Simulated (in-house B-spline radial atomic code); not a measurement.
# Ta²⁸⁺: excited configurations in jj coupling

How much energy does it take to promote electrons of Ta²⁸⁺ to other shells? Each configuration is solved by itself and compared with the reference.

Program: in-house B-spline radial atomic code version 1. Level of theory: Dirac-Hartree-Fock, average of configuration, Fermi nucleus, basis-set limit. These are calculated values, not measurements, unless marked.

### 1 What is computed

- element: tantalum (Z = 73)
- charge: +28
- electrons: 45
- configuration: 1s2 2s2 2p6 3s2 3p6 3d10 4s2 4p6 4d-4 4d+5
- Hamiltonian: Dirac-Coulomb
- nucleus: Fermi, rms radius 5.351 fm

In configurations, a minus sign after the shell means j = l − 1/2 and a plus sign j = l + 1/2; the count of electrons follows.

Settings, as recorded:

```ini
Z = 73
electrons = 45.0
configuration = 1s2 2s2 2p6 3s2 3p6 3d10 4s2 4p6 4d-4 4d+5
hamiltonian = dirac
method = hf
spin_polarised = False
nucleus = fermi
rms_radius = 5.3507
mass_number = 181
atomic_mass = 180.947998528
speed_of_light = 137.035999084
```

From the earlier run of the reference: total energy -15248.581320 hartree. Levels, eight at most:

```csv
orbital,occupation,energy (eV),<r> (bohr)
3p3/2,4,-3220.51,0.2072
3d3/2,4,-2818.70,0.1816
3d5/2,6,-2757.43,0.1862
4s1/2,2,-1485.96,0.4315
4p1/2,2,-1382.45,0.4319
4p3/2,4,-1302.09,0.4550
4d3/2,4,-1130.47,0.4524
4d5/2,5,-1114.31,0.4593
```

### 2 1s2 2s2 2p6 3s2 3p6 3d-4 3d+5 4s2 4p6 4d-4 4d+5 8d+1

The settings differ from step 1 so:

```diff
@@ -2,3 +2,3 @@
 electrons = 45.0
-configuration = 1s2 2s2 2p6 3s2 3p6 3d10 4s2 4p6 4d-4 4d+5
+configuration = 1s2 2s2 2p6 3s2 3p6 3d-4 3d+5 4s2 4p6 4d-4 4d+5 8d+1
 hamiltonian = dirac
```

From the run's result record (rounded, not every field):

```text
status: converged
iterations: 13
energy [hartree]: {"total": -15155.6418306, "kinetic": 17064.667689, "nuclear": -36034.1550898, "coulomb": 4078.58046918, "exact_exchange": -264.734898986}
breit [hartree]: {"gaunt": 18.1851, "retardation": -1.91729, "frequency_dependence": -0.3124714}
qed [hartree]: {"self_energy": 13.30491, "uehling": -2.458975, "wichmann_kroll": 0.09565898}
recoil [hartree]: 0.02922798
total_with_corrections [hartree]: -15128.7156734
orbitals [hartree, bohr; first row names the columns]:
  - ["name", "occ", "eps", "<r>"]
  - ["1s1/2", 2.0, -2533.1769, 0.018663]
  - ["2s1/2", 2.0, -473.62216, 0.078279]
  - ["2p1/2", 2.0, -453.5454, 0.064959]
  - ["2p3/2", 4.0, -406.64232, 0.072725]
  - ["3s1/2", 2.0, -140.72581, 0.20215]
  - ["3p1/2", 2.0, -131.98942, 0.19225]
  - ["3p3/2", 4.0, -121.37099, 0.20611]
  - ["3d3/2", 4.0, -107.08217, 0.18021]
  - ["3d5/2", 5.0, -99.352325, 0.17511]
  - ["4s1/2", 2.0, -56.441358, 0.42679]
  - ["4p1/2", 2.0, -52.65212, 0.42646]
  - ["4p3/2", 4.0, -49.596913, 0.4492]
  - ["4d3/2", 4.0, -43.341322, 0.44452]
  - ["4d5/2", 5.0, -48.153062, 0.46087]
  - ["8d5/2", 1.0, -7.8281161, 2.686]
sum_r [bohr^k]: {"-1": 493.6457, "1": 14.09606, "2": 12.65108}
energy_minus_base [hartree]: 92.9394896
energy_minus_base_with_corrections [hartree]: 92.8654076
```

It took 1.7 s on 1 thread, shared host.

energy_minus_base is the energy less that of the reference run.

Radial density 4πr²n(r) and radial functions P(r) = rR(r):

```csv
r (bohr),4πr²n,3d5/2,4d5/2,8d5/2
0.00202,20.93,0.0002,0.0000,0.0000
0.00316,37.81,0.0007,0.0002,0.0001
0.00492,61.91,0.0024,0.0006,0.0004
0.00768,88.36,0.0084,0.0019,0.0012
0.0120,103.0,0.0283,0.0065,0.0041
0.0187,96.50,0.0899,0.0206,0.0130
0.0291,94.08,0.2615,0.0593,0.0376
0.0454,124.3,0.6757,0.1488,0.0953
0.0708,125.0,1.4453,0.2928,0.1926
0.110,101.9,2.3279,0.3527,0.2600
0.172,112.7,2.4471,-0.0640,0.1042
0.269,51.32,1.1862,-1.1279,-0.2761
0.419,54.83,-0.1237,-1.7404,-0.1470
0.653,15.37,-0.2627,-0.9570,0.4194
1.02,0.4198,-0.0438,-0.1428,-0.3927
1.59,0.1334,-0.0009,-0.0031,0.3651
2.48,0.1666,0.0000,0.0000,-0.4081
3.87,0.1655,0.0000,0.0000,-0.4068
6.03,1.815e-05,0.0000,0.0000,-0.0043
9.40,4.518e-10,0.0000,0.0000,0.0000
```

On the record's full grid the radial density has clear maxima near r = 0.012, 0.057, 0.14, 0.42, 2.0, 3.1 bohr.

X-ray form factor of the spherical density:

```csv
sinθ/λ (1/Å),f (electrons)
0,45.000
0.1,44.192
0.2,42.693
0.3,41.166
0.4,39.162
0.6,34.197
0.8,29.019
1,24.429
1.4,18.167
1.8,14.865
2.5,10.986
4,5.741
6,3.827
```

### 3 1s2 2s2 2p6 3s2 3p6 3d-3 3d+6 4s2 4p6 4d-4 4d+5 7f-1

The settings differ from step 2 so:

```diff
@@ -2,3 +2,3 @@
 electrons = 45.0
-configuration = 1s2 2s2 2p6 3s2 3p6 3d-4 3d+5 4s2 4p6 4d-4 4d+5 8d+1
+configuration = 1s2 2s2 2p6 3s2 3p6 3d-3 3d+6 4s2 4p6 4d-4 4d+5 7f-1
 hamiltonian = dirac
```

Result record:

```text
status: converged
iterations: 8
energy [hartree]: {"total": -15155.042359, "kinetic": 17059.6029297, "nuclear": -36032.9291413, "coulomb": 4082.90732185, "exact_exchange": -264.623469154}
breit [hartree]: {"gaunt": 18.14172, "retardation": -1.916598, "frequency_dependence": -0.3139696}
qed [hartree]: {"self_energy": 13.31083, "uehling": -2.459042, "wichmann_kroll": 0.09566148}
recoil [hartree]: 0.02923909
total_with_corrections [hartree]: -15128.1545145
orbitals [hartree, bohr; first row names the columns]:
  - ["name", "occ", "eps", "<r>"]
  - ["1s1/2", 2.0, -2533.1961, 0.018663]
  - ["2s1/2", 2.0, -473.59475, 0.078273]
  - ["2p1/2", 2.0, -453.34402, 0.064922]
  - ["2p3/2", 4.0, -406.73101, 0.072737]
  - ["3s1/2", 2.0, -140.61133, 0.20213]
  - ["3p1/2", 2.0, -131.56585, 0.19233]
  - ["3p3/2", 4.0, -121.39643, 0.20601]
  - ["3d3/2", 3.0, -106.91652, 0.18148]
  - ["3d5/2", 6.0, -104.68257, 0.18469]
  - ["4s1/2", 2.0, -56.311619, 0.42682]
  - ["4p1/2", 2.0, -52.500202, 0.42662]
  - ["4p3/2", 4.0, -49.478931, 0.44917]
  - ["4d3/2", 4.0, -43.160669, 0.44394]
  - ["4d5/2", 5.0, -42.595158, 0.45128]
  - ["7f5/2", 1.0, -9.6218205, 2.0558]
sum_r [bohr^k]: {"-1": 493.6289, "1": 13.47175, "2": 9.361736}
energy_minus_base [hartree]: 93.5389613
energy_minus_base_with_corrections [hartree]: 93.4265665
```

Wall time 1.2 s (1 thread, shared host).

### 4 Run with 1s2 2s2 2p6 3s2 3p6 3d10 4s2 4p-1 4p+4 4d10

The settings differ from step 3 so:

```diff
@@ -2,3 +2,3 @@
 electrons = 45.0
-configuration = 1s2 2s2 2p6 3s2 3p6 3d-3 3d+6 4s2 4p6 4d-4 4d+5 7f-1
+configuration = 1s2 2s2 2p6 3s2 3p6 3d10 4s2 4p-1 4p+4 4d10
 hamiltonian = dirac
```

Result record:

```text
status: converged
iterations: 8
energy [hartree]: {"total": -15238.7841301, "kinetic": 17136.0518399, "nuclear": -36314.2717463, "coulomb": 4211.16497543, "exact_exchange": -271.729199135}
breit [hartree]: {"gaunt": 18.21374, "retardation": -1.92336, "frequency_dependence": -0.3135385}
qed [hartree]: {"self_energy": 13.29561, "uehling": -2.456782, "wichmann_kroll": 0.09556793}
recoil [hartree]: 0.02926134
total_with_corrections [hartree]: -15211.8436313
orbitals [hartree, bohr; first row names the columns]:
  - ["name", "occ", "eps", "<r>"]
  - ["1s1/2", 2.0, -2529.1663, 0.018662]
  - ["2s1/2", 2.0, -469.47145, 0.078312]
  - ["2p1/2", 2.0, -449.24783, 0.064985]
  - ["2p3/2", 4.0, -402.56577, 0.072779]
  - ["3s1/2", 2.0, -137.65948, 0.20301]
  - ["3p1/2", 2.0, -128.6813, 0.1935]
  - ["3p3/2", 4.0, -118.45202, 0.2072]
  - ["3d3/2", 4.0, -103.64779, 0.18159]
  - ["3d5/2", 6.0, -101.45735, 0.18589]
  - ["4s1/2", 2.0, -54.53458, 0.43146]
  - ["4p1/2", 1.0, -50.923308, 0.43135]
  - ["4p3/2", 4.0, -47.951143, 0.45474]
  - ["4d3/2", 4.0, -41.422502, 0.45256]
  - ["4d5/2", 6.0, -41.000371, 0.45925]
sum_r [bohr^k]: {"-1": 497.4829, "1": 11.75754, "2": 4.77506}
energy_minus_base [hartree]: 9.79719012
energy_minus_base_with_corrections [hartree]: 9.73744964
```

Run time: 0.75 s. Hardware: 1 thread, shared host.

### 5 Run with 1s2 2s2 2p6 3s2 3p6 3d10 4s2 4p6 4d-3 4d+5 5d+1

The settings differ from step 4 so:

```diff
@@ -2,3 +2,3 @@
 electrons = 45.0
-configuration = 1s2 2s2 2p6 3s2 3p6 3d10 4s2 4p-1 4p+4 4d10
+configuration = 1s2 2s2 2p6 3s2 3p6 3d10 4s2 4p6 4d-3 4d+5 5d+1
 hamiltonian = dirac
```

Result record:

```text
status: converged
iterations: 8
energy [hartree]: {"total": -15229.8448684, "kinetic": 17134.90822, "nuclear": -36272.3239542, "coulomb": 4176.98003261, "exact_exchange": -269.409166822}
breit [hartree]: {"gaunt": 18.25311, "retardation": -1.927083, "frequency_dependence": -0.3129844}
qed [hartree]: {"self_energy": 13.301, "uehling": -2.457805, "wichmann_kroll": 0.09561335}
recoil [hartree]: 0.02924289
total_with_corrections [hartree]: -15202.8637718
orbitals [hartree, bohr; first row names the columns]:
  - ["name", "occ", "eps", "<r>"]
  - ["1s1/2", 2.0, -2529.8509, 0.018663]
  - ["2s1/2", 2.0, -470.35073, 0.078313]
  - ["2p1/2", 2.0, -450.14093, 0.064974]
  - ["2p3/2", 4.0, -403.43372, 0.072779]
  - ["3s1/2", 2.0, -138.45674, 0.20291]
  - ["3p1/2", 2.0, -129.55051, 0.19311]
  - ["3p3/2", 4.0, -119.23243, 0.20707]
  - ["3d3/2", 4.0, -104.43556, 0.18175]
  - ["3d5/2", 6.0, -102.24918, 0.18601]
  - ["4s1/2", 2.0, -55.196716, 0.42989]
  - ["4p1/2", 2.0, -51.269168, 0.43019]
  - ["4p3/2", 4.0, -48.436369, 0.45295]
  - ["4d3/2", 3.0, -42.133456, 0.44942]
  - ["4d5/2", 5.0, -41.568501, 0.45624]
  - ["5d5/2", 1.0, -22.752364, 0.87278]
sum_r [bohr^k]: {"-1": 496.9083, "1": 12.11264, "2": 5.328676}
energy_minus_base [hartree]: 18.7364518
energy_minus_base_with_corrections [hartree]: 18.7173092
```

Wall time 0.98 s (1 thread, shared host).

### 6 Run with 1s2 2s2 2p6 3s2 3p6 3d10 4s2 4p-2 4p+3 4d-4 4d+5 6g+1

The settings differ from step 5 so:

```diff
@@ -2,3 +2,3 @@
 electrons = 45.0
-configuration = 1s2 2s2 2p6 3s2 3p6 3d10 4s2 4p6 4d-3 4d+5 5d+1
+configuration = 1s2 2s2 2p6 3s2 3p6 3d10 4s2 4p-2 4p+3 4d-4 4d+5 6g+1
 hamiltonian = dirac
```

Result record:

```text
status: converged
iterations: 8
energy [hartree]: {"total": -15212.9000142, "kinetic": 17117.5900538, "nuclear": -36218.596831, "coulomb": 4156.61509771, "exact_exchange": -268.508334703}
breit [hartree]: {"gaunt": 18.22056, "retardation": -1.919118, "frequency_dependence": -0.3091312}
qed [hartree]: {"self_energy": 13.29456, "uehling": -2.457907, "wichmann_kroll": 0.09561539}
recoil [hartree]: 0.02922438
total_with_corrections [hartree]: -15185.946213
orbitals [hartree, bohr; first row names the columns]:
  - ["name", "occ", "eps", "<r>"]
  - ["1s1/2", 2.0, -2530.5392, 0.018662]
  - ["2s1/2", 2.0, -470.8844, 0.078307]
  - ["2p1/2", 2.0, -450.74489, 0.06497]
  - ["2p3/2", 4.0, -403.94271, 0.072778]
  - ["3s1/2", 2.0, -138.90413, 0.20289]
  - ["3p1/2", 2.0, -130.02961, 0.19309]
  - ["3p3/2", 4.0, -119.65004, 0.20728]
  - ["3d3/2", 4.0, -104.95924, 0.18138]
  - ["3d5/2", 6.0, -102.69079, 0.18597]
  - ["4s1/2", 2.0, -55.455782, 0.42963]
  - ["4p1/2", 2.0, -51.773225, 0.4297]
  - ["4p3/2", 3.0, -48.820509, 0.4523]
  - ["4d3/2", 4.0, -42.50851, 0.4491]
  - ["4d5/2", 5.0, -41.833642, 0.45602]
  - ["6g9/2", 1.0, -12.114365, 1.4324]
sum_r [bohr^k]: {"-1": 496.1723, "1": 12.66181, "2": 6.795415}
energy_minus_base [hartree]: 35.681306
energy_minus_base_with_corrections [hartree]: 35.6348679
```

Wall time 1.1 s (1 thread, shared host).

### 7 Configuration 1s2 2s2 2p6 3s2 3p6 3d10 4s2 4p6 4d-3 4d+6

The settings differ from step 6 so:

```diff
@@ -2,3 +2,3 @@
 electrons = 45.0
-configuration = 1s2 2s2 2p6 3s2 3p6 3d10 4s2 4p-2 4p+3 4d-4 4d+5 6g+1
+configuration = 1s2 2s2 2p6 3s2 3p6 3d10 4s2 4p6 4d-3 4d+6
 hamiltonian = dirac
```

Result record:

```text
status: converged
iterations: 8
energy [hartree]: {"total": -15248.0145172, "kinetic": 17152.5465278, "nuclear": -36342.3940696, "coulomb": 4214.50055663, "exact_exchange": -272.667532009}
breit [hartree]: {"gaunt": 18.26552, "retardation": -1.929224, "frequency_dependence": -0.3129151}
qed [hartree]: {"self_energy": 13.29965, "uehling": -2.457529, "wichmann_kroll": 0.09560257}
recoil [hartree]: 0.02924155
total_with_corrections [hartree]: -15221.0241743
orbitals [hartree, bohr; first row names the columns]:
  - ["name", "occ", "eps", "<r>"]
  - ["1s1/2", 2.0, -2528.8762, 0.018663]
  - ["2s1/2", 2.0, -469.38395, 0.078318]
  - ["2p1/2", 2.0, -449.15835, 0.064977]
  - ["2p3/2", 4.0, -402.47257, 0.072786]
  - ["3s1/2", 2.0, -137.60067, 0.20301]
  - ["3p1/2", 2.0, -128.68324, 0.19321]
  - ["3p3/2", 4.0, -118.38351, 0.20722]
  - ["3d3/2", 4.0, -103.55213, 0.1819]
  - ["3d5/2", 6.0, -101.39684, 0.18589]
  - ["4s1/2", 2.0, -54.620774, 0.43141]
  - ["4p1/2", 2.0, -50.656655, 0.43194]
  - ["4p3/2", 4.0, -47.939453, 0.45484]
  - ["4d3/2", 3.0, -41.535622, 0.45211]
  - ["4d5/2", 6.0, -40.973888, 0.45947]
sum_r [bohr^k]: {"-1": 497.8681, "1": 11.73852, "2": 4.753445}
energy_minus_base [hartree]: 0.566803055
energy_minus_base_with_corrections [hartree]: 0.556906618
```

Wall time 0.8 s (1 thread, shared host).

### 8 All configurations in order

| net move | configuration | energy above the reference (eV) | with Breit, QED, recoil (eV) | largest <r> (bohr) |
| --- | --- | --- | --- | --- |
| 4d3/2 → 4d5/2 | 1s2 2s2 2p6 3s2 3p6 3d10 4s2 4p6 4d-3 4d+6 | 15.423 | 15.154 | 0.459 |
| 4p1/2 → 4d5/2 | 1s2 2s2 2p6 3s2 3p6 3d10 4s2 4p-1 4p+4 4d10 | 266.60 | 264.97 | 0.459 |
| 4d3/2 → 5d5/2 | 1s2 2s2 2p6 3s2 3p6 3d10 4s2 4p6 4d-3 4d+5 5d+1 | 509.84 | 509.32 | 0.873 |
| 4p3/2 → 6g9/2 | 1s2 2s2 2p6 3s2 3p6 3d10 4s2 4p-2 4p+3 4d-4 4d+5 6g+1 | 970.94 | 969.67 | 1.43 |
| 3d5/2 → 8d5/2 | 1s2 2s2 2p6 3s2 3p6 3d-4 3d+5 4s2 4p6 4d-4 4d+5 8d+1 | 2529.01 | 2527.00 | 2.69 |
| 3d3/2 → 7f5/2 | 1s2 2s2 2p6 3s2 3p6 3d-3 3d+6 4s2 4p6 4d-4 4d+5 7f-1 | 2545.32 | 2542.27 | 2.06 |

At the bottom stands 4d3/2 → 4d5/2 (15.423 eV), at the top 3d3/2 → 7f5/2 (2545.32 eV). Koopmans' estimate of the ionisation threshold is 1114.31 eV; 2 configurations exceed it by over 2 % and could autoionise. Two partly filled shells share a symmetry and can mix in the average, which may lower the energy, for: 4d3/2 → 5d5/2; 3d5/2 → 8d5/2. These are averages over configurations, without correlation, not spectroscopic levels.
